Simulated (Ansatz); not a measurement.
**CH7InO2SSi: up Jacob's ladder to CCSD(T)**

One table from this session's results is given with a row withheld; the runs are named, their logs left out.

Program: Ansatz 0.2.0, Gaussian basis. Level of theory: functionals in def2-TZVPP, the program's frozen cores in correlated methods. These are calculated values, not measurements.

Levels to be run: LDA (SPW92), PBE-D4, revPBE-D4, BLYP-D4, r2SCAN-D4, B97M-V, PBE0-D4, B3LYP-D4, r2SCANh-D4, r2SCAN0-D4, HSE06-D4, BHLYP-D4, CAM-B3LYP-D4, LC-ωPBE, ωB97X-V, ωB97M-V, B2PLYP, PBE-QIDH; CCSD(T)/def2-SVP; CCSD(T)/def2-TZVPP; MP2/def2-QZVPP; extrapolation to the limit; RPA on PBE.

## The relaxed structure

An earlier PBE0-D4 in a triple-zeta def2 set relaxation fixed the geometry. In takes the def2 core potential; no spin-orbit term is included.

SMILES `C[O][In]([SH])[O][SiH3]`, 13 atoms, charge 0, spin multiplicity 1.

Atoms are counted from 1 here; the program's logs count them from 0.

Bond lengths: C1–O2 1.408 Å, C1–H7 1.095 Å, C1–H8 1.097 Å, C1–H9 1.097 Å, O2–In3 1.968 Å, In3–S4 2.347 Å, In3–O5 1.978 Å, S4–H10 1.345 Å, O5–Si6 1.627 Å, Si6–H11 1.492 Å, Si6–H12 1.488 Å, Si6–H13 1.492 Å. Angles: O2–C1–H7 107.9°, O2–C1–H8 112.8°, O2–C1–H9 112.7°, H7–C1–H8 107.6°, H7–C1–H9 107.7°, H8–C1–H9 107.9°, C1–O2–In3 121.4°, O2–In3–S4 125.7°, O2–In3–O5 116.4°, S4–In3–O5 117.9°, In3–S4–H10 91.4°, In3–O5–Si6 139.8°, O5–Si6–H11 111.6°, O5–Si6–H12 109.3°, O5–Si6–H13 111.6°, H11–Si6–H12 108.4°, H11–Si6–H13 107.4°, H12–Si6–H13 108.4°.

The first run:

in.yaml reads:

```yaml
crystal:
  periodic: [false, false, false]
  atoms:
    - {symbol: C, position_ang: [-0.266703, -0.860098, 1.977941]}
    - {symbol: O, position_ang: [0.893322, -0.070268, 1.858333]}
    - {symbol: In, position_ang: [1.358435, 0.817495, 0.164558]}
    - {symbol: S, position_ang: [3.242230, 2.168782, -0.200420]}
    - {symbol: O, position_ang: [0.117881, 0.527942, -1.348897]}
    - {symbol: Si, position_ang: [-1.277356, -0.239761, -1.681340]}
    - {symbol: H, position_ang: [-0.293780, -1.265879, 2.994090]}
    - {symbol: H, position_ang: [-0.278423, -1.707688, 1.281020]}
    - {symbol: H, position_ang: [-1.188352, -0.284851, 1.824083]}
    - {symbol: H, position_ang: [2.887499, 2.376359, -1.481240]}
    - {symbol: H, position_ang: [-2.385642, 0.227242, -0.797845]}
    - {symbol: H, position_ang: [-1.658842, 0.025637, -3.094410]}
    - {symbol: H, position_ang: [-1.150279, -1.714902, -1.495861]}
basis:
  gaussian: {orbitals: def2-TZVPP}
hamiltonian: {xc: lda}
output: {orbitals: {seedname: orbitals}}
```

Launch:

```bash
$ ansatz run in.yaml --threads 2 --pin off --events-out ev --progress --plain --max-ram 32768MiB --backend cuda --devices 0, --max-vram 18GiB
```

Steps of the session up to this table: LDA; PBE-D4 (GGA); revPBE-D4 (GGA); BLYP-D4 (GGA); r2SCAN-D4 (meta-GGA); B97M-V (meta-GGA); B3LYP-D4 (hybrid); r2SCANh-D4 (hybrid); r2SCAN0-D4 (hybrid); HSE06-D4 (hybrid); BHLYP-D4 (hybrid); CAM-B3LYP-D4 (range-separated); LC-ωPBE (range-separated); ωB97X-V (range-separated); ωB97M-V (range-separated); B2PLYP (double hybrid); PBE-QIDH (double hybrid).

One table of the session follows, with a row left open; its other results are not shown here.

It belongs to the step «Orbital energies across the functionals». 

```
  functional  HOMO (eV)  LUMO (eV)  gap (eV)
 LDA (SPW92)      -6.51      -3.20      3.30
      PBE-D4      -6.35      -2.90      3.45
   revPBE-D4      -6.29      -2.77      3.52
     BLYP-D4      -6.25      -2.84      3.41
   r2SCAN-D4      -6.66      -2.68      3.98
      B97M-V      -6.78      -2.81      3.97
     PBE0-D4      -7.83      -2.01      5.82
    B3LYP-D4      -7.58      -2.31      5.28
  r2SCANh-D4      -7.22      -2.36      4.85
  r2SCAN0-D4      -8.04      -1.88      6.16
    HSE06-D4      -7.42      -2.37      5.05
    BHLYP-D4      -9.06      -1.12      7.94
CAM-B3LYP-D4      -9.22      -1.05      8.17
     LC-ωPBE          ?          ?         ?
     ωB97X-V     -10.24       0.05     10.29
     ωB97M-V     -10.13      -0.14      9.99
```

**Question.** Estimate the row for LC-ωPBE.

The run gave: HOMO (eV): -10.59; LUMO (eV): 0.26; gap (eV): 10.84. In the column «HOMO (eV)» it is the lowest.
